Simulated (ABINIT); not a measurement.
Here is an ABINIT 10.8.3 (patched build) calculation.

The input run.abi:

```
ndtset 7
scalecart1 3*0.9795861087
scalecart2 3*0.9864848297
scalecart3 3*0.9932883884
scalecart4 3*1.0000000000
scalecart5 3*1.0066227096
scalecart6 3*1.0131594038
scalecart7 3*1.0196128224

pp_dirpath "./"
pseudos "Te.LDA_PW-JTH.xml, Sn.LDA_PW-JTH.xml"

acell 3*1.0 Angstrom
rprim
     4.8656220000     0.0000000000     0.0000000000
     0.0000000000     4.8656220000     0.0000000000
     0.0000000000     0.0000000000     4.8656220000
ntypat 2
znucl 52 50
natom 4
typat 1 2 2 2
xred
     0.0000000000     0.0000000000     0.0000000000
     0.0000000000     0.5000000000     0.5000000000
     0.5000000000     0.0000000000     0.5000000000
     0.5000000000     0.5000000000     0.0000000000

ecut 22.0
pawecutdg 44.0

kptopt 1
ngkpt 6 6 6
nshiftk 1
shiftk 0.0 0.0 0.0

ixc 7

nband 29
occopt 3
tsmear 0.00183747

nstep 100
tolvrs 1.0e-9

iomode 3
prtwf 0
prtden 0
prteig 0
prtebands 0
enunit 1
```

Potentials or basis: JTH PAW LDA v2.0.

Launch:

```bash
$ mpirun --bind-to none -np 4 abinit run.abi > log 2>&1
```

Question: What does it give for the bulk modulus?

Answer: 60 GPa (rough).

Question: Predict the equilibrium volume.

Answer: 26.83 Å³/atom (rough: see the caveat).

Energy against volume, from the lowest point:
```tsv
volume (Å³/atom)	energy (meV/atom)
27.070	0.00
27.646	3.92
28.222	11.84
28.798	22.97
29.373	36.97
29.949	53.49
30.525	72.25
```

Caveat: pressures at fixed basis lie under the slope of the energies; the minimum lies outside the volumes run. Spin-orbit coupling is left out, which matters for the levels of Te.
